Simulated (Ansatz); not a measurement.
# CH4BNS: a ladder of functionals and wavefunction methods

How much do the methods differ for CH4BNS? The plan is to run it at one geometry with functionals of several rungs and with coupled cluster. The yardstick is the atomisation energy at the CCSD(T) limit.

The runs use Ansatz 0.2.0, Gaussian basis; functionals in def2-TZVPP, the program's frozen cores in correlated methods.

Levels to be run: LDA (SPW92), PBE-D4, revPBE-D4, BLYP-D4, r2SCAN-D4, B97M-V, PBE0-D4, B3LYP-D4, r2SCANh-D4, r2SCAN0-D4, HSE06-D4, BHLYP-D4, CAM-B3LYP-D4, LC-ωPBE, ωB97X-V, ωB97M-V, B2PLYP, PBE-QIDH; CCSD(T)/def2-SVP; CCSD(T)/def2-TZVPP; MP2/def2-QZVPP; extrapolation to the limit; RPA on PBE.

## (1) Structure used throughout

An earlier PBE0-D4 in a triple-zeta def2 set relaxation fixed the geometry.

SMILES `NB1CS1`, 8 atoms, charge 0, spin multiplicity 1.

Atoms are counted from 1 here; the program's logs count them from 0.

Bond lengths: N1–B2 1.380 Å, N1–H5 1.005 Å, N1–H6 1.005 Å, B2–C3 1.529 Å, B2–S4 1.768 Å, C3–S4 1.871 Å, C3–H7 1.086 Å, C3–H8 1.086 Å. Angles: B2–N1–H5 123.0°, B2–N1–H6 122.6°, H5–N1–H6 114.4°, N1–B2–C3 147.0°, N1–B2–S4 144.3°, C3–B2–S4 68.7°, B2–C3–S4 61.7°, B2–C3–H7 121.3°, B2–C3–H8 121.3°, S4–C3–H7 113.6°, S4–C3–H8 113.6°, H7–C3–H8 113.5°, B2–S4–C3 49.6°.

## (2) LDA

This LDA is Slater exchange with PW92 correlation.

Input file in.yaml:

```yaml
crystal:
  periodic: [false, false, false]
  atoms:
    - {symbol: N, position_ang: [-0.502024, 1.402059, -0.174136]}
    - {symbol: B, position_ang: [-0.174969, 0.063775, -0.253052]}
    - {symbol: C, position_ang: [0.580378, -1.110057, 0.370835]}
    - {symbol: S, position_ang: [-0.392926, -1.414875, -1.197379]}
    - {symbol: H, position_ang: [-1.088451, 1.862181, -0.848229]}
    - {symbol: H, position_ang: [-0.171832, 1.997568, 0.564809]}
    - {symbol: H, position_ang: [1.653931, -1.220535, 0.245351]}
    - {symbol: H, position_ang: [0.188094, -1.637215, 1.236101]}
basis:
  gaussian: {orbitals: def2-TZVPP}
hamiltonian: {xc: lda}
output: {orbitals: {seedname: orbitals}}
```

The run is started by

```
> ansatz run in.yaml --threads 2 --pin off --events-out ev --progress --plain --max-ram 4352MiB
```

After this run come: PBE-D4 (GGA); revPBE-D4 (GGA); BLYP-D4 (GGA); r2SCAN-D4 (meta-GGA); B97M-V (meta-GGA); B3LYP-D4 (hybrid); r2SCANh-D4 (hybrid); r2SCAN0-D4 (hybrid); HSE06-D4 (hybrid); BHLYP-D4 (hybrid); CAM-B3LYP-D4 (range-separated); LC-ωPBE (range-separated); ωB97X-V (range-separated); ωB97M-V (range-separated); B2PLYP (double hybrid); PBE-QIDH (double hybrid); CCSD(T) in def2-SVP; CCSD(T) in def2-TZVPP; MP2 in def2-QZVPP; RPA on PBE orbitals.

Before running them: what should the planned runs give, taken together? Wanted: atomisation energy, CCSD(T)/CBS; farthest beyond LDA; mean size of error, GGA; mean size of error, meta-GGA; mean size of error, hybrid; mean size of error, range-separated; mean size of error, double hybrid; gap, smallest and largest; T1 diagnostic.

**Answer**, as computed:

```
                               quantity                                  value
        atomisation energy, CCSD(T)/CBS                          3068.6 kJ/mol
 functionals within 15.3 kJ/mol (0.5 %)           r2SCAN0-D4, B2PLYP, PBE-QIDH
                    farthest beyond LDA                 PBE-D4 (+121.0 kJ/mol)
                mean size of error, GGA                            62.0 kJ/mol
           mean size of error, meta-GGA                            44.8 kJ/mol
             mean size of error, hybrid                            40.7 kJ/mol
    mean size of error, range-separated                            30.2 kJ/mol
      mean size of error, double hybrid                            10.6 kJ/mol
              gap, smallest and largest  4.89 eV (BLYP-D4), 11.88 eV (LC-ωPBE)
                          T1 diagnostic                                 0.0126
triples share of the correlation energy                                  4.5 %
```

**Reading.** The LDA atomisation energy is off by 505.9 kJ/mol (16 %): it overbinds. PBE-D4 is off by +121.0 kJ/mol. Double hybrids carry the basis error of their MP2 part in triple zeta, and no dispersion term here, so their miss is partly the set-up's. Taken by rung, double hybrid functionals do best (10.6 kJ/mol on average) and GGA ones worst beyond LDA (62.0 kJ/mol). The reference freezes the cores and leaves out relativity and excitations past (T), so misses under about 15.3 kJ/mol can't be ranked. Hartree-Fock recovers 71 % of the binding; the rest is correlation. CCSD(T) in def2-SVP is off by -172.6 kJ/mol, which most functionals beat. The gap grows from 4.9 to 11.9 eV across the functionals, mostly with the share of exact exchange.
